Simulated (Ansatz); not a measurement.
# C2H9BO: a ladder of functionals and wavefunction methods

An exercise on one series of results from a longer session: the logs are not shown, and one member is left open.

Computed with Ansatz 0.2.0, Gaussian basis. Level: functionals in def2-TZVPP, the program's frozen cores in correlated methods.

The runs, in order: LDA (SPW92), PBE-D4, revPBE-D4, BLYP-D4, r2SCAN-D4, B97M-V, PBE0-D4, B3LYP-D4, r2SCANh-D4, r2SCAN0-D4, HSE06-D4, BHLYP-D4, CAM-B3LYP-D4, LC-ωPBE, ωB97X-V, ωB97M-V, B2PLYP, PBE-QIDH; CCSD(T)/def2-SVP; CCSD(T)/def2-TZVPP; MP2/def2-QZVPP; extrapolation to the limit; RPA on PBE.

**The relaxed structure**

An earlier PBE0-D4 in a triple-zeta def2 set relaxation fixed the geometry.

SMILES `[BH3-][O+](C)C`, 13 atoms, charge 0, spin multiplicity 1.

Atoms are counted from 1 here; the program's logs count them from 0.

Bond lengths: B1–O2 1.631 Å, B1–H5 1.207 Å, B1–H6 1.207 Å, B1–H7 1.215 Å, O2–C3 1.427 Å, O2–C4 1.427 Å, C3–H8 1.086 Å, C3–H9 1.093 Å, C3–H10 1.091 Å, C4–H11 1.086 Å, C4–H12 1.091 Å, C4–H13 1.093 Å. Angles: O2–B1–H5 103.5°, O2–B1–H6 103.5°, O2–B1–H7 104.1°, H5–B1–H6 115.0°, H5–B1–H7 114.4°, H6–B1–H7 114.4°, B1–O2–C3 112.9°, B1–O2–C4 112.9°, C3–O2–C4 112.5°, O2–C3–H8 106.7°, O2–C3–H9 109.8°, O2–C3–H10 108.8°, H8–C3–H9 109.9°, H8–C3–H10 110.8°, H9–C3–H10 110.8°, O2–C4–H11 106.7°, O2–C4–H12 108.8°, O2–C4–H13 109.8° and more.

The first run:

The input, in.yaml:

```yaml
crystal:
  periodic: [false, false, false]
  atoms:
    - {symbol: B, position_ang: [-0.557129, 1.108033, -0.872179]}
    - {symbol: O, position_ang: [-0.368818, -0.077657, 0.231220]}
    - {symbol: C, position_ang: [0.571805, 0.257323, 1.250016]}
    - {symbol: C, position_ang: [-0.103359, -1.348392, -0.360127]}
    - {symbol: H, position_ang: [-1.434633, 0.689846, -1.587671]}
    - {symbol: H, position_ang: [-0.856033, 2.068426, -0.204998]}
    - {symbol: H, position_ang: [0.530831, 1.188378, -1.407569]}
    - {symbol: H, position_ang: [0.249801, 1.205310, 1.671642]}
    - {symbol: H, position_ang: [1.568588, 0.363331, 0.813148]}
    - {symbol: H, position_ang: [0.562732, -0.526991, 2.008594]}
    - {symbol: H, position_ang: [-0.901802, -1.532920, -1.073269]}
    - {symbol: H, position_ang: [-0.101135, -2.107433, 0.423786]}
    - {symbol: H, position_ang: [0.859551, -1.321952, -0.877596]}
basis:
  gaussian: {orbitals: def2-TZVPP}
hamiltonian: {xc: lda}
output: {orbitals: {seedname: orbitals}}
```

On the command line:

```console
> ansatz run in.yaml --threads 4 --pin off --events-out ev --progress --plain --max-ram 10444MiB
```

Among the steps run: LDA; PBE-D4 (GGA); revPBE-D4 (GGA); BLYP-D4 (GGA); r2SCAN-D4 (meta-GGA); B97M-V (meta-GGA); PBE0-D4 (hybrid); B3LYP-D4 (hybrid); r2SCANh-D4 (hybrid); r2SCAN0-D4 (hybrid); HSE06-D4 (hybrid); BHLYP-D4 (hybrid); CAM-B3LYP-D4 (range-separated); LC-ωPBE (range-separated); ωB97X-V (range-separated); ωB97M-V (range-separated); B2PLYP (double hybrid); PBE-QIDH (double hybrid).

One of the session's tables, all rows but one given; the rest of the session is left out.

| functional | HOMO (eV) | LUMO (eV) | gap (eV) |
| --- | --- | --- | --- |
| LDA (SPW92) | -6.50 | -0.49 | 6.01 |
| PBE-D4 | -6.44 | -0.19 | 6.25 |
| revPBE-D4 | -6.41 | -0.06 | 6.35 |
| BLYP-D4 | -6.38 | -0.11 | 6.27 |
| r2SCAN-D4 | -6.75 | 0.33 | 7.08 |
| B97M-V | -6.88 | 0.00 | 6.88 |
| PBE0-D4 | -7.83 | 0.73 | 8.56 |
| B3LYP-D4 | -7.64 | 0.44 | 8.08 |
| r2SCANh-D4 | ? | ? | ? |
| r2SCAN0-D4 | -8.04 | 1.11 | 9.14 |
| HSE06-D4 | -7.42 | 0.36 | 7.78 |
| BHLYP-D4 | -9.19 | 1.43 | 10.62 |
| CAM-B3LYP-D4 | -9.31 | 1.57 | 10.88 |
| LC-ωPBE | -10.69 | 2.85 | 13.54 |
| ωB97X-V | -10.35 | 2.65 | 13.01 |
| ωB97M-V | -10.20 | 2.25 | 12.45 |

Estimate the missing values for r2SCANh-D4.

Worked estimate for «HOMO (eV)». Against the share of exact exchange, r2SCAN-D4 (0, -6.75), r2SCAN0-D4 (0.25, -8.04) give a slope of -5.16 per unit share; at 0.1 the line stands at -7.27.

**Answer.** HOMO (eV): -7.26; LUMO (eV): 0.66; gap (eV): 7.92. In «HOMO (eV)» the line misses by -0.01.
